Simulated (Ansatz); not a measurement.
# Co4Ge (R-3m) in Ansatz: a series of runs

Runs on Co4Ge. Level: PBEsol. Tasks: single point.

Program: Ansatz 0.2.0. These are calculated values, not measurements. Logs are shortened: lines on timing, memory, paths and dates and some standing lists are left out, and cuts for length are marked.

### 1 Starting point

The structure is trigonal, space group R-3m (No. 166). Conventional cell: a = 2.625 Å, b = 2.625 Å, c = 29.588 Å, α = 90.00°, β = 90.00°, γ = 120.00°. Ge (site symmetry -3m) has 6 Co at 2.51 Å and 6 Ge at 2.62 Å as nearest neighbours. Co (site symmetry 3m) has 9 Co at 2.45 to 2.62 Å and 3 Ge at 2.51 Å as nearest neighbours. Co (site symmetry 3m) is surrounded by 12 Co at 2.45 to 2.62 Å.

The cell comes from a database or a generator and needn't be the stable form of this composition.

### 2 Single point, PBEsol, collinear spin, ferromagnetic start

Contents of input.yaml:

```yaml
crystal:
  lattice:
    - [1.3124950637, 0.7577693783, 9.8626483117]
    - [-1.3124950637, 0.7577693783, 9.8626483117]
    - [0.0, -1.5155387567, 9.8626483117]
  atoms:
    - { symbol: Ge, position: [0.0, 0.0, 0.0] }
    - { symbol: Co, position: [0.59884, 0.59884, 0.59884], spin: 3.5 }
    - { symbol: Co, position: [0.20032, 0.20032, 0.20032], spin: 3.5 }
    - { symbol: Co, position: [0.79968, 0.79968, 0.79968], spin: 3.5 }
    - { symbol: Co, position: [0.40116, 0.40116, 0.40116], spin: 3.5 }
hamiltonian:
  xc: pbesol
  pseudopotentials: { kind: paw }
magnetization:
  spin_polarized: true
kpoints:
  mp_grid: { grid: [12, 12, 12] }
scf:
  occupations: { method: fermi_dirac, width: 0.05 }
output:
  forces: true
  stress: true
  eigenvalues: true
  write_density: true
  write_potential: true
  elf: true
  volumetric_format: npy
```

Potentials or basis: Ansatz PAW.

The run is started by

```console
$ ansatz run input.yaml --threads 2 --pin off --max-ram 5632MiB --backend cpu --events-out ev --progress --plain --runs-dir out
```

The log of the run:

```text
Warning: where an SCF of this run starts from atoms to list the orders of its open shells, Co (sites 1, 2, 3, 4, from 0) starts with 3.00 μB on its 3d shell, in the place of the 3.50 μB that the deck gives it: its open shells can hold no more by Hund's first rule. To start from spheres of the given moment, type scf.initial_density.shell_occupations: []
Warning: RAYON_NUM_THREADS=2 ignored (pool sized by the plan → 2); use --threads N
basis.fft_grid_basis auto: the FFT boxes are laid along the combinations [[1, -1, 0], [0, 1, 0], [0, -1, 1]] of the cell's own vectors, 2.625, 9.978 and 2.625 Å long. The dense box has 18×72×18 points. Along the cell's own vectors, as sized, it would have 72×72×72, 16.00 times as many. Of the 12 symmetry operations that the crystal satisfies within crystal.symmetry.tolerance (time reversal apart; of a slab, those that keep its plane) the dense box along the cell's own vectors carries 12, and the one as laid loses 8 of those. basis.fft_grid_basis: typed keeps the cell's own vectors: state it where this run's energies or levels are differenced outside the engine with another run's, or held beside a run that keeps those vectors. Those combinations have planes normal to reciprocal vector 3, as the cell's own vectors have. Each planar average written beside output.write_density, output.write_potential has a row for each plane of the box: 18. The volumetric files lie along those combinations, not along the cell's own vectors: a cube or XSF file states them, and fields.json those of NumPy files.
Engine: ansatz 0.2.0, x86_64-unknown-linux-gnu
Pseudopotentials: kind: paw
Pseudopotential: Ge, paw, valence charge 14, recommended cutoff 420 eV (normal), Ge.paw.azcp
Pseudopotential: Co, paw, valence charge 17, recommended cutoff 420 eV (normal), Co.paw.azcp
Functional definition: PBEsol
  exchange = pbesol_x
  correlation = pbesol_c
Crystal: 5 atoms, lattice volume = 58.854 Å³
Basis set: ecut = 420 eV, 1179 PW (Γ), FFT grids on a1−a2, a2, −a2+a3, exchange–correlation on 36×144×36 points (8 copies of the dense FFT grid, shifted against one another)
Bands: 58, of which v1, the nominal top of the filled ones, is band 41 counted from 1 (40 counted from 0)
Symmetry: 12 space group operations
Space group: R-3m (ITA 166), of the structure as read, at distance tolerance 3.9e-5 Å
Magnetic group: BNS 166.97 (UNI 1327), of the structure as read, at distance tolerance 3.9e-5 Å
k-points: 189 of 1728
Non-local potential: Ge, projectors of the file, l = 0: 2, l = 1: 2, l = 2: 3, l = 3: 1
Non-local potential: Co, projectors of the file, l = 0: 3, l = 1: 2, l = 2: 3, l = 3: 1
PAW form: soft (Blöchl's): semilocal exchange-correlation on the pseudo side does not see the compensation charge
PAW frozen core: Ge, regenerated for the run's functional, and the local potential with it (the file was generated under x = pbe(κ = 0.804, μ = 0.2195149727645171), c = pbe(β = 0.06672455060314922))
PAW frozen core: Co, regenerated for the run's functional, and the local potential with it (the file was generated under x = pbe(κ = 0.804, μ = 0.2195149727645171), c = pbe(β = 0.06672455060314922))
PAW one-centre angular grid: Ge, 590 points (default); XC on 64 Gauss nodes
PAW one-centre angular grid: Co, 590 points (default); XC on 64 Gauss nodes
Initial density: superposition of atomic densities (chi_scale 0.1, normalization cell)
Starting moments: Σ|m| = 14 μB on 4 of 5 sites
Initial wavefunctions: pseudopotential atomic-orbital guess
Functional: x = pbesol(κ = 0.804, μ = 0.12345679012345678), c = pbesol(β = 0.046)
SCF iter   1: F=—  HF=-24624.189730 eV  |F-HF|=—  |Δ(HF+E_count)|=         —  Δρ=1.65e-1 (↑1.65e-1 ↓7.02e-2)  dr2=4.96e0  dr2_m=6.93e0  M=7.040 μB ∫|m|=7.474 μB  β_m=0.30  ethr=3.10e-3  ⟨swp⟩=6.1  Hψ=75397  notcnv=0  defer=52
Mixer restart at iter 1: flushing history
preconditioner: auto → Kerker (q_TF=auto, 2.883 Å⁻¹)  [metal: Δε(μ)=0.001 eV  Ē_g=14.452 eV  σ=0.050 eV  W_gap=0.00  n_scr=20 (ndim 8)  ℏωp=34.2 eV  f_vac=0.000  D(μ)=5.26/eV (n_scr^D=66)]
spin=Collinear: Kerker preconditioning applied to the charge; magnetization (m = ρ↑ − ρ↓) channel mixes plain (no charge-response kernel on spin).
SCF iter   2: F=—  HF=-24622.479743 eV  |F-HF|=—  |Δ(HF+E_count)|=    1.71e0  Δρ=8.88e-2 (↑8.88e-2 ↓7.89e-2)  dr2=1.66e0  dr2_m=3.70e0  M=6.853 μB ∫|m|=7.323 μB  β_m=0.52  ethr=3.10e-3  ⟨swp⟩=2.1  Hψ=33349  notcnv=0  defer=2615
SCF iter   3: F=—  HF=-24624.490866 eV  |F-HF|=—  |Δ(HF+E_count)|=    2.01e0  Δρ=4.84e-2 (↑4.84e-2 ↓4.50e-2)  dr2=1.23e0  dr2_m=1.14e0  M=6.194 μB ∫|m|=6.768 μB  β_m=0.76  ethr=2.03e-3  ⟨swp⟩=2.0  Hψ=31392  notcnv=0  defer=2621
SCF iter   4: F=—  HF=-24624.974287 eV  |F-HF|=—  |Δ(HF+E_count)|=   4.83e-1  Δρ=2.46e-2 (↑2.46e-2 ↓1.58e-2)  dr2=1.09e0  dr2_m=2.36e-2  M=5.793 μB ∫|m|=6.426 μB  β_m=0.74  ethr=1.50e-3  ⟨swp⟩=2.1  Hψ=28122  notcnv=0  defer=2730
SCF iter   5: F=—  HF=-24624.802929 eV  |F-HF|=—  |Δ(HF+E_count)|=   1.71e-1  Δρ=1.04e-2 (↑6.81e-3 ↓1.04e-2)  dr2=1.06e-1  dr2_m=6.67e-3  M=5.863 μB ∫|m|=6.497 μB  β_m=0.73  ethr=1.33e-3  ⟨swp⟩=2.1  Hψ=29478  notcnv=0  defer=2748
SCF iter   6: F=—  HF=-24624.813000 eV  |F-HF|=—  |Δ(HF+E_count)|=   1.01e-2  Δρ=7.27e-3 (↑3.52e-3 ↓7.27e-3)  dr2=3.78e-2  dr2_m=2.30e-3  M=5.887 μB ∫|m|=6.527 μB  β_m=0.80  ethr=1.29e-4  ⟨swp⟩=2.1  Hψ=37650  notcnv=0  defer=2758
SCF iter   7: F=—  HF=-24624.813845 eV  |F-HF|=—  |Δ(HF+E_count)|=   8.45e-4  Δρ=1.68e-3 (↑1.68e-3 ↓1.31e-3)  dr2=9.95e-3  dr2_m=1.27e-4  M=5.896 μB ∫|m|=6.545 μB  β_m=0.64  ethr=4.61e-5  ⟨swp⟩=2.0  Hψ=35139  notcnv=0  defer=2754
SCF iter   8: F=—  HF=-24624.811127 eV  |F-HF|=—  |Δ(HF+E_count)|=   2.72e-3  Δρ=1.31e-3 (↑1.00e-3 ↓1.31e-3)  dr2=2.50e-3  dr2_m=6.42e-5  M=5.902 μB ∫|m|=6.553 μB  β_m=0.80  ethr=1.21e-5  ⟨swp⟩=2.0  Hψ=32375  notcnv=0  defer=2751
SCF iter   9: F=—  HF=-24624.811077 eV  |F-HF|=—  |Δ(HF+E_count)|=   4.93e-5  Δρ=3.40e-4 (↑1.59e-4 ↓3.40e-4)  dr2=9.02e-5  dr2_m=1.25e-5  M=5.901 μB ∫|m|=6.552 μB  β_m=0.90  ethr=3.05e-6  ⟨swp⟩=2.2  Hψ=28389  notcnv=0  defer=2751
SCF iter  10: F=—  HF=-24624.811077 eV  |F-HF|=—  |Δ(HF+E_count)|=   6.18e-7  Δρ=8.78e-5 (↑8.78e-5 ↓7.20e-5)  dr2=1.62e-5  dr2_m=6.22e-8  M=5.901 μB ∫|m|=6.553 μB  β_m=0.80  ethr=1.10e-7  ⟨swp⟩=1.8  Hψ=31903  notcnv=0  defer=2751
SCF iter  11: F=—  HF=-24624.811074 eV  |F-HF|=—  |Δ(HF+E_count)|=   2.50e-6  Δρ=7.99e-5 (↑1.47e-5 ↓7.99e-5)  dr2=3.87e-6  dr2_m=7.85e-7  M=5.901 μB ∫|m|=6.553 μB  β_m=0.90  ethr=1.98e-8  ⟨swp⟩=2.3  Hψ=26902  notcnv=0  defer=2751
SCF iter  12: F=—  HF=-24624.811075 eV  |F-HF|=—  |Δ(HF+E_count)|=   9.39e-7  Δρ=6.13e-5 (↑3.27e-5 ↓6.13e-5)  dr2=5.21e-6  dr2_m=1.89e-7  M=5.901 μB ∫|m|=6.553 μB  β_m=0.90  ethr=4.72e-9  ⟨swp⟩=2.0  Hψ=26313  notcnv=0  defer=2751
SCF iter  13: F=—  HF=-24624.811075 eV  |F-HF|=—  |Δ(HF+E_count)|=   3.32e-7  Δρ=1.84e-5 (↑1.32e-5 ↓1.84e-5)  dr2=4.63e-7  dr2_m=5.17e-9  M=5.901 μB ∫|m|=6.553 μB  β_m=0.74  ethr=4.72e-9  ⟨swp⟩=2.0  Hψ=26851  notcnv=0  defer=2751
SCF iter  14: F=—  HF=-24624.811075 eV  |F-HF|=—  |Δ(HF+E_count)|=   8.16e-8  Δρ=2.44e-6 (↑2.33e-6 ↓2.44e-6)  dr2=1.29e-8  dr2_m=1.34e-10  M=5.901 μB ∫|m|=6.553 μB  β_m=0.78  ethr=5.64e-10  ⟨swp⟩=2.1  Hψ=28178  notcnv=0  defer=2751
SCF iter  15: F=-24624.811075 eV  HF=-24624.811075 eV  |F-HF|=2.67e-9  |Δ(HF+E_count)|=  2.66e-10  Δρ=1.62e-6 (↑8.97e-7 ↓1.62e-6)  dr2=3.23e-9  dr2_m=1.01e-10  M=5.901 μB ∫|m|=6.553 μB  ethr=1.57e-11  ⟨swp⟩=11.0  Hψ=138906  notcnv=0
SCF 1 converged in 15 iterations: F = -24624.811075 eV  dr2 = 3.23e-9
SCF converged after 15 iterations
Magnetization: 5.9013 μB (43.9506 up, 38.0494 down)
Absolute magnetization: 6.5536 μB (∫|ρ↑−ρ↓|, with the PAW one-centre terms)
Spin contamination: 0.1252 ħ² per cell (⟨S²⟩ above its minimum at these occupations)
Per-site moments (μB) at R_I (Å): [(-0.03306335151455274, 1.0373625733797815), (1.323793927765674, 1.0118359971272748), (1.7795193247156307, 1.0118359971272748), (1.7795193247156282, 1.0118359971272723), (1.3237939277656738, 1.0118359971272723)]
Free energy (F): -24624.811075 eV
Harris-Foulkes:  -24624.811075 eV  (|F-HF|=2.67e-9)
Internal energy: -24624.767053 eV  (E = F + TS)
E sigma→0 (E₀):  -24624.789064 eV
Entropy (-TS):   -0.044022 eV (-8.804 meV/atom)
Fermi energy:    17.436507 eV
--- Per-component energies (eV) ---
  E_band       = -1086.683206
  E_kinetic    = 1925.034617
  E_local      = -13801.385682  (includes V_loc(G=0)·N_el)
  E_nonlocal   = 2248.563532
  E_hartree    = 5843.558083
  E_xc         = -705.431567
  E_vxc        = -882.022915  (∫ρ·V_xc dr)
  E_paw        = -7911.365040  (= ΣΔE_a)
  E_vpaw       = -2263.983694  (= ΣTr[D̂ρ^β])
  E_aug_tail   = 0.000536  (compensation charges beyond the density's cutoff)
  E_ewald      = -12225.413143
  E_core_change = 1.671613  (= ΣΔE_core)
  E_smearing   = -0.044022  (= −TS)
  E_closure    = -0.000000  (closes the sum)
  Σ components = -24624.811075   (vs F -24624.811075, Δ=0.00e0)
--- Forces (eV/Å), atoms counted from 1 ---
  atom   1  Ge     0.00000000     0.00000000     0.00000000
  atom   2  Co     0.00000000    -0.00000000     0.00416130
  atom   3  Co     0.00000000     0.00000000    -0.05306621
  atom   4  Co     0.00000000    -0.00000000     0.05306621
  atom   5  Co     0.00000000     0.00000000    -0.00416130
  max |Σ_I F_I| component: 9.54e-18 eV/Å
--- Stress (GPa, compression-positive) ---
       -8.750234      -0.000000       0.000000
       -0.000000      -8.750234      -0.000000
        0.000000      -0.000000      -8.396524
  P = ⅓ Tr σ = -8.6323 GPa (-86.323 kbar)
--- Band table (eV; the first three rows and the last of 378) ---
  k-point 0 ↑: bands = ["-78.4500", "-78.4251", "-77.9958", "-77.9958", "-41.8842", "-41.7759", "-41.7759", "-41.7508", "-41.7508", "-41.7488", "-41.3553", "-41.3540", "-41.3540", "-41.3539", "-41.3539", "-41.3497", "-7.6077", "-7.6077", "-7.5362", "-7.3496", "-7.3496", "3.1349", "9.1772", "9.3524", "12.1635", "12.5004", "13.9103", "14.6356", "14.6356", "14.6805", "14.6805", "14.9827", "14.9827", "15.0111", "15.0549", "15.0549", "15.1381", "15.7847", "15.7847", "15.8287", "15.8287", "16.0424", "16.2420", "16.2420", "16.5738", "16.5738", "22.5762", "25.3351", "29.6755", "29.6755", "33.4912", "33.6358", "34.1231", "34.1231", "34.7087", "36.2835", "37.0436", "37.8364"]
  k-point 1 ↑: bands = ["-78.4484", "-78.4242", "-77.9946", "-77.9946", "-41.8812", "-41.7894", "-41.7788", "-41.7601", "-41.7526", "-41.7448", "-41.3634", "-41.3634", "-41.3562", "-41.3562", "-41.3539", "-41.3489", "-7.6131", "-7.5904", "-7.5229", "-7.3610", "-7.3520", "3.3316", "9.3703", "9.5819", "12.3028", "12.6545", "13.9150", "14.5563", "14.5993", "14.7189", "14.7289", "14.7645", "14.9073", "15.0331", "15.0529", "15.1307", "15.2140", "15.5225", "15.7037", "15.7082", "15.8897", "15.9453", "16.2353", "16.5524", "16.5890", "17.0765", "22.8137", "25.4209", "27.6401", "28.7667", "32.2227", "33.4837", "34.1584", "34.9118", "35.3256", "35.7067", "36.5844", "36.9072"]
  k-point 2 ↑: bands = ["-78.4440", "-78.4220", "-77.9914", "-77.9914", "-41.8737", "-41.8190", "-41.7866", "-41.7841", "-41.7575", "-41.7414", "-41.3882", "-41.3878", "-41.3624", "-41.3624", "-41.3512", "-41.3479", "-7.6321", "-7.5428", "-7.4832", "-7.3920", "-7.3586", "3.9231", "9.9417", "10.2307", "12.6759", "13.0264", "13.8674", "14.2592", "14.3971", "14.4893", "14.7696", "14.8078", "14.9577", "15.0155", "15.0902", "15.2058", "15.3374", "15.3478", "15.5214", "15.7011", "15.9239", "15.9872", "16.2412", "16.6186", "17.1923", "17.8077", "23.4482", "24.1932", "25.7160", "27.2279", "30.8193", "31.3427", "32.3515", "33.5961", "34.1704", "34.7471", "35.2040", "36.2564"]
  k-point 188 ↓: bands = ["-76.4152", "-76.4146", "-76.3120", "-76.2860", "-39.9842", "-39.9601", "-39.7779", "-39.7550", "-39.7550", "-39.7542", "-39.7542", "-39.6633", "-39.6633", "-39.6493", "-39.6368", "-39.6368", "-7.6109", "-7.6109", "-7.5475", "-7.3597", "-7.3597", "3.0892", "8.7126", "10.6706", "11.0992", "13.5533", "14.7073", "16.1948", "16.1948", "16.2862", "16.2862", "16.3938", "16.4501", "16.4501", "16.4988", "16.4988", "16.6442", "16.9994", "17.3463", "17.3463", "17.5650", "17.5650", "17.7422", "17.7422", "18.3127", "18.3127", "21.8268", "28.9557", "29.3074", "29.6631", "29.6631", "34.1428", "34.1428", "34.5736", "35.4588", "36.7943", "37.8093", "38.3831"]
```

Run time: 98 s. Hardware: 2 threads of Intel Xeon Platinum 8488C (Sapphire Rapids), shared host; peak memory 1.2 GiB.

What came out:

```yaml
Free_energy: -24624.8111 eV
Pressure: -8.6 GPa
Largest_force: 0.053 eV/Å
Band_gap_on_the_k_mesh: none (metal or under the smearing width)
Net_moment: 5.90 μB per cell
Absolute_moment: 6.55 μB per cell
Site_moments: Ge -0.03; Co +1.32, +1.78 μB
```

Forces in eV/Å, atoms in the order of the input:
```
Ge   0.000  0.000  0.000
Co   0.000  0.000  0.004
Co   0.000  0.000 -0.053
Co   0.000  0.000  0.053
Co   0.000  0.000 -0.004
```

Levels at points of the mesh, in eV from the Fermi level:
Spin up:
| k point | band 40 | band 41 | band 42 | band 43 | band 44 | band 45 | band 46 | band 47 | band 48 | band 49 |
| --- | --- | --- | --- | --- | --- | --- | --- | --- | --- | --- |
| (0.00, 0.00, 0.00) | -1.61 | -1.61 | -1.39 | -1.19 | -1.19 | -0.86 | -0.86 | 5.14 | 7.90 | 12.24 |
| (0.00, 0.00, -0.50) | -1.09 | -0.88 | -0.72 | -0.68 | 0.12 | 1.38 | 1.53 | 2.42 | 5.35 | 5.82 |
| (0.00, -0.50, -0.50) | -0.72 | -0.70 | -0.67 | -0.67 | 0.27 | 0.34 | 2.04 | 2.27 | 4.88 | 5.58 |
| (-0.50, -0.50, -0.50) | -1.61 | -1.61 | -1.21 | -1.21 | -0.85 | -0.85 | -0.70 | 3.76 | 11.06 | 11.45 |
Spin down:
```
              k point  band 36  band 37  band 38  band 39  band 40  band 41
   (0.00, 0.00, 0.00)    -0.96    -0.91    -0.63    -0.09    -0.09     0.13
  (0.00, 0.00, -0.50)    -0.50     0.06     0.16     0.72     0.78     0.83
 (0.00, -0.50, -0.50)    -0.09     0.40     0.41     0.75     0.78     0.86
(-0.50, -0.50, -0.50)    -0.94    -0.79    -0.44    -0.09    -0.09     0.13
```

Caveat: the PAW data sets come from PBE, with cores solved anew for the run's functional, which leaves a small shift of forces and pressure.

### 3 Single point, PBEsol, non-collinear spin, random start

Contents of input.yaml:

```yaml
crystal:
  lattice:
    - [1.3124950637, 0.7577693783, 9.8626483117]
    - [-1.3124950637, 0.7577693783, 9.8626483117]
    - [0.0, -1.5155387567, 9.8626483117]
  atoms:
    - { symbol: Ge, position: [0.0, 0.0, 0.0] }
    - { symbol: Co, position: [0.59884, 0.59884, 0.59884], spin: 0.661, spin_axis: [0.021, -0.585, 0.306] }
    - { symbol: Co, position: [0.20032, 0.20032, 0.20032], spin: 0.87, spin_axis: [0.411, 0.766, 0.031] }
    - { symbol: Co, position: [0.79968, 0.79968, 0.79968], spin: 0.42, spin_axis: [0.006, 0.371, -0.197] }
    - { symbol: Co, position: [0.40116, 0.40116, 0.40116], spin: 0.22, spin_axis: [0.016, -0.219, 0.0] }
hamiltonian:
  xc: pbesol
  pseudopotentials: { kind: paw }
magnetization:
  noncollinear: true
  spin_orbit: false
kpoints:
  mp_grid: { grid: [8, 8, 8] }
scf:
  occupations: { method: fermi_dirac, width: 0.05 }
output:
  forces: true
  stress: true
  eigenvalues: true
```

Potentials or basis: Ansatz PAW.

The run is started by

```console
$ ansatz run input.yaml --threads 2 --pin off --max-ram 5632MiB --backend cpu --events-out ev --progress --plain --runs-dir out
```

Run time: 5.2 min. Hardware: 2 threads of Intel Xeon Platinum 8488C (Sapphire Rapids), shared host; peak memory 1.3 GiB.

Results (log left out):

| Item | Value |
| --- | --- |
| Free energy | -24624.8164 eV |
| Pressure | -9.4 GPa |
| Largest force | 0.098 eV/Å |
| Band gap on the k mesh | none (metal or under the smearing width) |
| Net moment | 5.62 μB per cell |
| Absolute moment | 6.34 μB per cell |

Forces on the atoms (eV/Å):
```
Ge   0.000  0.000  0.000
Co   0.000  0.000  0.090
Co   0.000  0.000 -0.098
Co   0.000  0.000  0.098
Co   0.000  0.000 -0.090
```

Stress tensor (GPa, compression positive):
```
-9.51  0.00  0.00
 0.00 -9.51  0.00
 0.00  0.00 -9.25
```

Levels at points of the mesh, in eV from the Fermi level:
```csv
k point,band 78,band 79,band 80,band 81,band 82,band 83,band 84,band 85,band 86,band 87
"(0.00, 0.00, 0.00)",-1.00,-0.98,-0.98,-0.92,-0.82,-0.82,-0.64,-0.11,-0.11,0.10
"(0.00, 0.00, -0.50)",-0.62,-0.52,0.04,0.14,0.15,0.70,0.76,0.81,0.89,1.01
"(0.00, -0.50, -0.50)",-0.61,-0.11,0.29,0.36,0.39,0.40,0.73,0.76,0.84,0.89
"(-0.50, -0.50, -0.50)",-0.95,-0.95,-0.81,-0.81,-0.80,-0.69,-0.45,-0.11,-0.11,0.11
```

Moments on the atoms (μB; x, y, z):
```
Ge  -0.03 -0.04  0.00
Co   0.70  0.95 -0.08
Co   0.99  1.34 -0.11
Co   0.99  1.34 -0.11
Co   0.70  0.95 -0.08
```

Caveat: the PAW data sets come from PBE, with cores solved anew for the run's functional, which leaves a small shift of forces and pressure; the starting moments weren't kept.
